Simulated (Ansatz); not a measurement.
# CH₅IS: geometry optimisation

Aim: relax CH₅IS at this level.

Computed with Ansatz 0.2.0. Level: RKS wB97X-V/def2-SVPD.

2 further runs of the same task are left out: 2 set aside as unsound or not needed.

## 1. Where the work starts

8 atoms, charge 0, spin multiplicity 1.

Atoms are counted from 1 here; the program's logs count them from 0.

Bond lengths: S1–H2 1.369 Å, S1–H3 1.362 Å, C4–I5 2.168 Å, C4–H6 1.104 Å, C4–H7 1.102 Å, C4–H8 1.102 Å. Angles: H2–S1–H3 91.8°, I5–C4–H6 107.0°, I5–C4–H7 107.6°, I5–C4–H8 107.6°, H6–C4–H7 111.5°, H6–C4–H8 111.6°, H7–C4–H8 111.3°.

Coordinates:

```xyz
8
charge 0, multiplicity 1
S     0.65330    0.24865   -2.40839
H    -0.06859    1.03414   -1.55076
H    -0.45662   -0.45450   -2.76847
C     0.10227   -0.36220    1.37135
I    -1.07622    1.44357    1.14481
H     0.51429   -0.60500    0.37641
H     0.90235   -0.14937    2.09908
H    -0.57089   -1.15519    1.73597
```

## 2. Relaxation

Contents of input.yaml:

```yaml
crystal:
  periodic: [false, false, false]
  atoms:
    - { symbol: S, position_ang: [0.653302, 0.248654, -2.408391] }
    - { symbol: H, position_ang: [-0.068591, 1.034137, -1.550762] }
    - { symbol: H, position_ang: [-0.456621, -0.454501, -2.768469] }
    - { symbol: C, position_ang: [0.102271, -0.362201, 1.371348] }
    - { symbol: I, position_ang: [-1.076219, 1.443571, 1.144812] }
    - { symbol: H, position_ang: [0.514291, -0.605001, 0.376409] }
    - { symbol: H, position_ang: [0.902354, -0.149367, 2.09908] }
    - { symbol: H, position_ang: [-0.570887, -1.155193, 1.735973] }
basis:
  gaussian: { orbitals: def2-SVPD }
hamiltonian:
  xc: { name: wB97X-V }
output:
  forces: true
relax:
  f_tol: 0.003
  max_steps: 120
```

On the command line:

```bash
$ ansatz run input.yaml --threads 1 --pin off --max-ram 2560MiB --backend cpu --events-out ev --progress --plain --runs-dir out
```

Log:

```text
Warning: RAYON_NUM_THREADS=1 ignored (pool sized by the plan → 1); use --threads N
The last accepted step is kept in <dir> (removed where the run ends without a failure and the disk answers)
Engine: ansatz 0.2.0, aarch64-unknown-linux-gnu
Functional definition: wB97X-V
  parameter omega = 0.3/bohr
  parameter cx = 0.167
  parameter cx1 = 0.603
  parameter cx2 = 1.194
  parameter css0 = 0.556
  parameter css1 = -0.257
  parameter cos0 = 1.219
  parameter cos1 = -1.850
  parameter b = 6.0
  parameter c = 0.01
  exchange = spin_sum(e_x_unif_sr(omega)*poly(b97_u_x, 1 - cx, cx1, cx2)) + cx*exact_x_sr(omega) + exact_x_lr(omega)
  correlation = spin_sum(e_c_pw_same_spin*poly(b97_u_same, css0, css1))
      + integral(e_c_pw_opposite_spin*poly(b97_u_opposite, cos0, cos1)) + vv10(b, c)
1406 factors; integrals over basis functions are off by at most 2.2e-4 eV
462 factors; integrals over basis functions are off by at most 6.2e-7 eV
mean field evaluation 1: about -20047.4767 eV, gradient 1.9e1 eV
mean field evaluation 2: about -20048.1067 eV, gradient 1.2e1 eV
mean field evaluation 4: about -20048.4496 eV, gradient 6.6e-1 eV
mean field evaluation 8: about -20048.4587 eV, gradient 8.2e-3 eV
mean field -20048.45867138 eV, -736.7672668397 hartree, gradient 3.2e-5 eV, S^2 0.000000; 0 other end points of the search recorded, 0 dependent functions left out
the calculation of the forces begins
reference -20048.45866805 eV, -736.7672667175 hartree; 26, 26 occupied and 96, 96 virtual orbitals, 1406 factors
relax step   1: F+E_penalty+E_count = -20048.45867138 eV  Δ(F+E_penalty+E_count) = +0.000e0 eV  max|allowed force component| = 6.222e-1 eV/Å  Δτ_max = 0.0000 Å  (26 SCF iters, accepted)
these checks for a lower state are left out or cut short: starts, cluster_reference, orbital_swaps, neighbouring_geometries, increment
1406 factors; integrals over basis functions are off by at most 2.2e-4 eV
462 factors; integrals over basis functions are off by at most 6.5e-7 eV
mean field evaluation 16: about -20048.4357 eV, gradient 5.5e0 eV
mean field -20048.47545251 eV, -736.7678835348 hartree, gradient 1.8e-5 eV, S^2 0.000000; 0 other end points of the search recorded, 0 dependent functions left out
the calculation of the forces begins
reference -20048.47544911 eV, -736.7678834101 hartree; 26, 26 occupied and 96, 96 virtual orbitals, 1406 factors
relax step   2: F+E_penalty+E_count = -20048.47545251 eV  Δ(F+E_penalty+E_count) = -1.678e-2 eV  max|allowed force component| = 2.460e-1 eV/Å  Δτ_max = 0.1946 Å  (32 SCF iters, accepted)
these checks for a lower state are left out or cut short: starts, cluster_reference, orbital_swaps, neighbouring_geometries, increment
1406 factors; integrals over basis functions are off by at most 2.1e-4 eV
462 factors; integrals over basis functions are off by at most 6.4e-7 eV
mean field -20048.48136756 eV, -736.7681009090 hartree, gradient 1.1e-5 eV, S^2 0.000000; 0 other end points of the search recorded, 0 dependent functions left out
the calculation of the forces begins
reference -20048.48136419 eV, -736.7681007851 hartree; 26, 26 occupied and 96, 96 virtual orbitals, 1406 factors
relax step   3: F+E_penalty+E_count = -20048.48136756 eV  Δ(F+E_penalty+E_count) = -5.915e-3 eV  max|allowed force component| = 1.134e-1 eV/Å  Δτ_max = 0.0702 Å  (31 SCF iters, accepted)
these checks for a lower state are left out or cut short: starts, cluster_reference, orbital_swaps, neighbouring_geometries, increment
1406 factors; integrals over basis functions are off by at most 2.1e-4 eV
462 factors; integrals over basis functions are off by at most 6.3e-7 eV
mean field evaluation 32: about -20048.4826 eV, gradient 6.9e-2 eV
mean field -20048.48260506 eV, -736.7681463863 hartree, gradient 1.2e-5 eV, S^2 0.000000; 0 other end points of the search recorded, 0 dependent functions left out
the calculation of the forces begins
reference -20048.48260170 eV, -736.7681462629 hartree; 26, 26 occupied and 96, 96 virtual orbitals, 1406 factors
relax step   4: F+E_penalty+E_count = -20048.48260506 eV  Δ(F+E_penalty+E_count) = -1.238e-3 eV  max|allowed force component| = 2.151e-2 eV/Å  Δτ_max = 0.0583 Å  (31 SCF iters, accepted)
these checks for a lower state are left out or cut short: starts, cluster_reference, orbital_swaps, neighbouring_geometries, increment
1406 factors; integrals over basis functions are off by at most 2.0e-4 eV
462 factors; integrals over basis functions are off by at most 6.3e-7 eV
mean field -20048.48327229 eV, -736.7681709065 hartree, gradient 1.3e-5 eV, S^2 0.000000; 0 other end points of the search recorded, 0 dependent functions left out
the calculation of the forces begins
reference -20048.48326892 eV, -736.7681707827 hartree; 26, 26 occupied and 96, 96 virtual orbitals, 1406 factors
relax step   5: F+E_penalty+E_count = -20048.48327229 eV  Δ(F+E_penalty+E_count) = -6.672e-4 eV  max|allowed force component| = 3.681e-2 eV/Å  Δτ_max = 0.0569 Å  (31 SCF iters, accepted)
these checks for a lower state are left out or cut short: starts, cluster_reference, orbital_swaps, neighbouring_geometries, increment
1406 factors; integrals over basis functions are off by at most 2.0e-4 eV
462 factors; integrals over basis functions are off by at most 6.3e-7 eV
mean field -20048.48348798 eV, -736.7681788332 hartree, gradient 1.2e-5 eV, S^2 0.000000; 0 other end points of the search recorded, 0 dependent functions left out
the calculation of the forces begins
reference -20048.48348461 eV, -736.7681787091 hartree; 26, 26 occupied and 96, 96 virtual orbitals, 1406 factors
relax step   6: F+E_penalty+E_count = -20048.48348798 eV  Δ(F+E_penalty+E_count) = -2.157e-4 eV  max|allowed force component| = 1.439e-2 eV/Å  Δτ_max = 0.0352 Å  (31 SCF iters, accepted)
these checks for a lower state are left out or cut short: starts, cluster_reference, orbital_swaps, neighbouring_geometries, increment
1406 factors; integrals over basis functions are off by at most 2.0e-4 eV
462 factors; integrals over basis functions are off by at most 6.3e-7 eV
mean field -20048.48357353 eV, -736.7681819771 hartree, gradient 1.2e-5 eV, S^2 0.000000; 0 other end points of the search recorded, 0 dependent functions left out
the calculation of the forces begins
reference -20048.48357016 eV, -736.7681818530 hartree; 26, 26 occupied and 96, 96 virtual orbitals, 1406 factors
relax step   7: F+E_penalty+E_count = -20048.48357353 eV  Δ(F+E_penalty+E_count) = -8.555e-5 eV  max|allowed force component| = 1.575e-2 eV/Å  Δτ_max = 0.0191 Å  (31 SCF iters, accepted)
these checks for a lower state are left out or cut short: starts, cluster_reference, orbital_swaps, neighbouring_geometries, increment
1406 factors; integrals over basis functions are off by at most 2.0e-4 eV
462 factors; integrals over basis functions are off by at most 6.3e-7 eV
mean field evaluation 64: about -20048.4836 eV, gradient 1.2e-5 eV
mean field -20048.48361664 eV, -736.7681835613 hartree, gradient 1.2e-5 eV, S^2 0.000000; 0 other end points of the search recorded, 0 dependent functions left out
the calculation of the forces begins
reference -20048.48361326 eV, -736.7681834372 hartree; 26, 26 occupied and 96, 96 virtual orbitals, 1406 factors
relax step   8: F+E_penalty+E_count = -20048.48361664 eV  Δ(F+E_penalty+E_count) = -4.311e-5 eV  max|allowed force component| = 1.623e-3 eV/Å  Δτ_max = 0.0109 Å  (32 SCF iters, accepted)
these checks for a lower state are left out or cut short: starts, cluster_reference, orbital_swaps, neighbouring_geometries, increment
1406 factors; integrals over basis functions are off by at most 2.0e-4 eV
462 factors; integrals over basis functions are off by at most 6.3e-7 eV
mean field -20048.48366195 eV, -736.7681852263 hartree, gradient 1.2e-5 eV, S^2 0.000000; 0 other end points of the search recorded, 0 dependent functions left out
the calculation of the forces begins
reference -20048.48365857 eV, -736.7681851022 hartree; 26, 26 occupied and 96, 96 virtual orbitals, 1406 factors
relax step   9: F+E_penalty+E_count = -20048.48366195 eV  Δ(F+E_penalty+E_count) = -4.531e-5 eV  max|allowed force component| = 2.304e-2 eV/Å  Δτ_max = 0.0301 Å  (31 SCF iters, accepted)
these checks for a lower state are left out or cut short: starts, cluster_reference, orbital_swaps, neighbouring_geometries, increment
1406 factors; integrals over basis functions are off by at most 2.0e-4 eV
462 factors; integrals over basis functions are off by at most 6.3e-7 eV
mean field -20048.48367839 eV, -736.7681858306 hartree, gradient 1.1e-5 eV, S^2 0.000000; 0 other end points of the search recorded, 0 dependent functions left out
the calculation of the forces begins
reference -20048.48367502 eV, -736.7681857065 hartree; 26, 26 occupied and 96, 96 virtual orbitals, 1406 factors
relax step  10: F+E_penalty+E_count = -20048.48367839 eV  Δ(F+E_penalty+E_count) = -1.644e-5 eV  max|allowed force component| = 1.766e-2 eV/Å  Δτ_max = 0.0082 Å  (25 SCF iters, accepted)
these checks for a lower state are left out or cut short: starts, cluster_reference, orbital_swaps, neighbouring_geometries, increment
1406 factors; integrals over basis functions are off by at most 2.0e-4 eV
462 factors; integrals over basis functions are off by at most 6.2e-7 eV
mean field -20048.48369579 eV, -736.7681864701 hartree, gradient 1.2e-5 eV, S^2 0.000000; 0 other end points of the search recorded, 0 dependent functions left out
the calculation of the forces begins
reference -20048.48369242 eV, -736.7681863460 hartree; 26, 26 occupied and 96, 96 virtual orbitals, 1406 factors
relax step  11: F+E_penalty+E_count = -20048.48369579 eV  Δ(F+E_penalty+E_count) = -1.740e-5 eV  max|allowed force component| = 4.587e-3 eV/Å  Δτ_max = 0.0190 Å  (31 SCF iters, accepted)
these checks for a lower state are left out or cut short: starts, cluster_reference, orbital_swaps, neighbouring_geometries, increment
1406 factors; integrals over basis functions are off by at most 1.9e-4 eV
462 factors; integrals over basis functions are off by at most 6.2e-7 eV
mean field -20048.48369875 eV, -736.7681865788 hartree, gradient 1.2e-5 eV, S^2 0.000000; 0 other end points of the search recorded, 0 dependent functions left out
the calculation of the forces begins
reference -20048.48369537 eV, -736.7681864547 hartree; 26, 26 occupied and 96, 96 virtual orbitals, 1406 factors
relax step  12: F+E_penalty+E_count = -20048.48369875 eV  Δ(F+E_penalty+E_count) = -2.958e-6 eV  max|allowed force component| = 2.212e-3 eV/Å  Δτ_max = 0.0096 Å  (32 SCF iters, accepted)
1406 factors; integrals over basis functions are off by at most 1.9e-4 eV
462 factors; integrals over basis functions are off by at most 6.2e-7 eV
mean field evaluation 96: about -20048.4594 eV, gradient 2.2e0 eV
mean field -20048.48369875 eV, -736.7681865788 hartree, gradient 1.2e-5 eV, S^2 0.000000; 1 other end points of the search recorded, 0 dependent functions left out
the calculation of the forces begins
reference -20048.48369537 eV, -736.7681864547 hartree; 26, 26 occupied and 96, 96 virtual orbitals, 1406 factors
Total energy: -20048.48369537 eV, -736.7681864547 hartree
Atom 0 at     0.660084     0.175823    -2.434911 Å, force    -0.001201     0.001757     0.002212 eV/Å
Atom 1 at     0.045742     1.156808    -1.741501 Å, force     0.001043    -0.001407    -0.000982 eV/Å
Atom 2 at    -0.504739    -0.431810    -2.733375 Å, force    -0.000171    -0.000278    -0.000182 eV/Å
Atom 3 at     0.088631    -0.362578     1.400182 Å, force     0.001369    -0.000869     0.001864 eV/Å
Atom 4 at    -1.141207     1.377025     1.227271 Å, force     0.000706    -0.000889    -0.001092 eV/Å
Atom 5 at     0.479921    -0.597628     0.403213 Å, force    -0.001115     0.000879    -0.000582 eV/Å
Atom 6 at     0.903080    -0.136039     2.097433 Å, force    -0.001256    -0.000365    -0.000633 eV/Å
Atom 7 at    -0.531612    -1.181502     1.781688 Å, force     0.000625     0.001172    -0.000604 eV/Å
Dipole moment:    -0.017717    -0.242766     0.094561 e Å
```

It took 3.4 min on 1 thread of Arm Neoverse V2, shared host; peak memory 0.43 GiB.

Step by step:

| step | energy from step 1 (eV) | largest force component (eV/Å) |
| --- | --- | --- |
| 1 | 0.0000 | 0.6222 |
| 2 | -0.0168 | 0.2460 |
| 3 | -0.0227 | 0.1134 |
| 4 | -0.0239 | 0.0215 |
| 5 | -0.0246 | 0.0368 |
| 6 | -0.0248 | 0.0144 |
| 7 | -0.0249 | 0.0157 |
| 8 | -0.0249 | 0.0016 |
| 9 | -0.0250 | 0.0230 |
| 10 | -0.0250 | 0.0177 |
| 11 | -0.0250 | 0.0046 |
| 12 | -0.0250 | 0.0022 |

Close pairs (by a distance rule), those that changed most:

| bond | before (Å) | after (Å) | change (Å) |
| --- | --- | --- | --- |
| C4–I5 | 2.168 | 2.137 | -0.031 |
| S1–H2 | 1.369 | 1.349 | -0.020 |
| S1–H3 | 1.362 | 1.347 | -0.015 |
| C4–H6 | 1.104 | 1.096 | -0.007 |
| C4–H7 | 1.102 | 1.096 | -0.006 |
| C4–H8 | 1.102 | 1.096 | -0.006 |

## 3. Outcome

```
             quantity      value
        energy gained  0.0250 eV
root mean square move    0.110 Å
        dipole moment     1.25 D
```

What this shows: Bond lengths: S1–H2 1.349 Å, S1–H3 1.347 Å, C4–I5 2.137 Å, C4–H6 1.096 Å, C4–H7 1.096 Å, C4–H8 1.096 Å. Angles: H2–S1–H3 92.8°, I5–C4–H6 107.8°, I5–C4–H7 108.1°, I5–C4–H8 108.1°, H6–C4–H7 111.0°, H6–C4–H8 111.0°, H7–C4–H8 110.7°. No frequencies were computed here.
